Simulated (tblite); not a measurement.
# FH7O2Si3: the cost of one run

Programs: tblite 0.8.0 and PySCF 2.14.0. All values are calculated, for the isolated system unless a continuum is named. Atoms count from 0, parts from 1.

### Step 1. Starting point

13 atoms, charge 0, multiplicity 1; geometry: distance geometry start.

### Step 2. Geometry optimisation with GFN2-xTB

What the job is given:

```
{"job": {"kind": "relax", "xc": "GFN2-xTB", "basis": "xTB"}, "charge": 0, "multiplicity": 1}
Si    -1.021536    -0.635519    -0.725842
O     -0.796962    -1.657615     0.688667
Si     0.454446    -2.930783     0.839719
O      0.371542     0.438681    -0.922071
Si     1.838495     0.346933     0.037127
F     -2.437964     0.289061    -0.547544
H     -1.155113    -1.447995    -1.894321
H     -0.134560    -4.201422     0.587950
H      1.474559    -2.681801    -0.112793
H      0.994753    -2.914908     2.151015
H      1.610812     0.905592     1.320232
H      2.891027     1.099400    -0.602155
H      2.244972    -1.008839     0.189183
```

Level: GFN2-xTB geometry optimisation, gas phase.

Run with:

```
$ OMP_NUM_THREADS=1 python cluster_run.py task.json out
```

The driver reads the jobs from task.json and runs them one after another.

Q: Estimate the wall time of this first job on 1 thread of Arm Neoverse V1, shared host.

About 2.2 s.
